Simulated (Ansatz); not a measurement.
# CH6AsNO: the cost of one run

Computed with Ansatz 0.2.0, Gaussian basis. Level: the settings change from run to run.

## 1. The geometry

The structure was relaxed beforehand with PBE0-D4 in a triple-zeta def2 set.

SMILES `N[AsH]CO`, 10 atoms, charge 0, spin multiplicity 1.

Atoms are counted from 1 here; the program's logs count them from 0.

Bond lengths: N1–As2 1.848 Å, N1–H5 1.012 Å, N1–H6 1.011 Å, As2–C3 1.989 Å, As2–H7 1.527 Å, C3–O4 1.409 Å, C3–H8 1.099 Å, C3–H9 1.092 Å, O4–H10 0.961 Å. Angles: As2–N1–H5 114.3°, As2–N1–H6 110.6°, H5–N1–H6 108.6°, N1–As2–C3 102.4°, N1–As2–H7 96.0°, C3–As2–H7 93.3°, As2–C3–O4 111.9°, As2–C3–H8 108.3°, As2–C3–H9 109.5°, O4–C3–H8 112.5°, O4–C3–H9 106.6°, H8–C3–H9 107.9°, C3–O4–H10 108.6°.

## 2. BLYP/def2-TZVPD

Options: charge -1, multiplicity 2, restricted open-shell orbitals, high accuracy.

in.yaml

```yaml
crystal:
  periodic: [false, false, false]
  atoms:
    - {symbol: N, position_ang: [-1.087372, 1.523434, 0.361928]}
    - {symbol: As, position_ang: [0.643205, 1.036933, -0.066597]}
    - {symbol: C, position_ang: [0.555576, -0.949858, -0.012089]}
    - {symbol: O, position_ang: [-0.031201, -1.481854, -1.177245]}
    - {symbol: H, position_ang: [-1.567537, 0.867845, 0.965318]}
    - {symbol: H, position_ang: [-1.637462, 1.653637, -0.475822]}
    - {symbol: H, position_ang: [1.195399, 1.139766, 1.353454]}
    - {symbol: H, position_ang: [1.570051, -1.335188, 0.161146]}
    - {symbol: H, position_ang: [-0.070326, -1.264668, 0.825030]}
    - {symbol: H, position_ang: [0.512666, -1.241148, -1.932223]}
basis:
  gaussian: {orbitals: def2-TZVPD}
total_charge: -1
magnetization: {spin_polarized: false, initial_magnetization: 1}
hamiltonian: {xc: {name: BLYP}}
accuracy: high
output: {forces: true}
```

Started as:

```bash
ansatz run in.yaml --threads 4 --pin off --events-out ev --progress --plain --max-ram 10444MiB
```

**Question.** How long does this run take on 4 threads of Intel Xeon Platinum 8259CL at 2.50GHz, shared host, and how much memory does it need?

About 32 s, with a peak of 1.5 GiB.
